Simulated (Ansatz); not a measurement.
# TiSi: the cost of one run

Method: DFT LDA, scalar-relativistic, plane waves, PAW, in Ansatz 0.2.0.

4 further runs of the same task are left out: 1 that didn't finish, 3 set aside as unsound or not needed.

## 1. Starting point

It takes space group Cmmm (No. 65, orthorhombic). The conventional cell has a = 3.572 Å, b = 4.088 Å, c = 3.770 Å, α = 90.00°, β = 90.00°, γ = 90.00°. Around Ti (site symmetry mmm) lie 8 Si at 2.60 to 2.78 Å and 4 Ti at 2.71 Å. Si (site symmetry mmm) has 8 Ti at 2.60 to 2.78 Å and 4 Si at 2.71 Å in its first shell of neighbours.

As a file:

```cif
data_structure
_symmetry_space_group_name_H-M 'Cmmm'
_symmetry_Int_Tables_number 65
_cell_length_a 3.5725
_cell_length_b 4.0876
_cell_length_c 3.7695
_cell_angle_alpha 90.000
_cell_angle_beta 90.000
_cell_angle_gamma 90.000
_cell_volume 55.05
loop_
_atom_site_label
_atom_site_type_symbol
_atom_site_symmetry_multiplicity
_atom_site_Wyckoff_symbol
_atom_site_fract_x
_atom_site_fract_y
_atom_site_fract_z
_atom_site_occupancy
Ti1 Ti 2 b 0.50000 0.00000 0.00000 1
Si1 Si 2 d 0.50000 0.50000 0.50000 1
```

It goes back to an entry of the Materials Project, which need not be the stable form.

It is built from the cell relaxed beforehand with the same method (13.76 Å³/atom).

## 2. The undisturbed cell

File input.yaml:

```yaml
crystal:
  lattice:
    - [-3.7695186806, 3.5724520422, 0.0]
    - [3.7695186806, 3.5724520422, 0.0]
    - [0.0, -3.5724520422, -4.0875910419]
  atoms:
    - { symbol: Ti, position: [0.4746220462, 0.4746220462, 0.4492440924] }
    - { symbol: Ti, position: [0.9746220462, 0.9746220462, 0.4492440924] }
    - { symbol: Ti, position: [0.4746220462, 0.4746220462, 0.9492440924] }
    - { symbol: Ti, position: [0.9746220462, 0.9746220462, 0.9492440924] }
    - { symbol: Si, position: [0.4746279538, 0.9746279538, 0.9492559076] }
    - { symbol: Si, position: [0.9746279538, 0.4746279538, 0.9492559076] }
    - { symbol: Si, position: [0.4746279538, 0.9746279538, 0.4492559076] }
    - { symbol: Si, position: [0.9746279538, 0.4746279538, 0.4492559076] }
basis:
  ecutwfc: 420
kpoints:
  mp_grid: { grid: [8, 8, 8] }
hamiltonian:
  xc: lda
scf:
  occupations: { method: gaussian, width: 0.15 }
output:
  forces: true
  stress: true
  eigenvalues: true
```

On the command line:

```console
ansatz run input.yaml --threads 2 --pin off --max-ram 5120MiB --backend cpu --events-out ev --progress --plain --runs-dir out
```

What time and memory should one allow on 2 threads of Intel Xeon 6975P-C (Granite Rapids), shared host?

About 6 s, with a peak of 0.61 GiB.
